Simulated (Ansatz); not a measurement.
**WNH+ (octet): the correlation ladder, def2-QZVPP**

An exercise on one series of results from a longer session: the logs are not shown, and one member is left open.

Computed with Ansatz 0.2.0, Gaussian basis. Level: def2-QZVPP, core rule «outside noble gas», up to 5 orbitals frozen.

Plan: UHF; ROHF; CCSD(T) on UHF.

### The geometry

The geometry is a PBE0/def2-TZVP stationary point (not a proven minimum) of the parent state, kept for this charge and spin. No spin-orbit coupling is included. Elements past krypton take def2 core potentials.

3 atoms, charge 1, spin multiplicity 8.

Atoms are counted from 1 here; the program's logs count them from 0.

Bond lengths: W1–N2 2.058 Å, N2–H3 1.028 Å. Angles: W1–N2–H3 115.8°.

Coordinates:

```xyz
3
HNW
W     0.0000    0.0059    0.1576
N     0.0000   -0.1318   -1.8957
H     0.0000    0.7615   -2.4048
```

Set-up of the first run:

in.yaml reads:

```yaml
crystal:
  periodic: [false, false, false]
  atoms:
    - {symbol: W, position_ang: [0.000000, 0.005869, 0.157615]}
    - {symbol: N, position_ang: [0.000000, -0.131830, -1.895665]}
    - {symbol: H, position_ang: [0.000000, 0.761470, -2.404753]}
basis:
  gaussian: {orbitals: "def2-QZVPP.json"}
total_charge: 1
magnetization: {spin_polarized: true, initial_magnetization: 7}
hamiltonian: {xc: hf}
output: {orbitals: {seedname: orbitals}}
```

Command:

```sh
ansatz run in.yaml --threads 1 --pin off --events-out ev --progress --plain --max-ram 4096MiB --backend cpu
```

Among the steps run: UHF; ROHF; CCSD(T) on UHF.

One of the session's tables, all rows but one given; the rest of the session is left out.

| method | from UCCSD(T) (meV) |
| --- | --- |
| ROHF | +6994.4 |
| UHF | +6672.5 |
| UMP2 | ? |
| UCCSD | +192.6 |
| UCCSD(T) | 0 |

Q: Estimate the row for UMP2 from the others.

**Answer.** from UCCSD(T) (meV): +822.6. In the column «from UCCSD(T) (meV)» it lies between UCCSD (+192.6) and UHF (+6672.5).
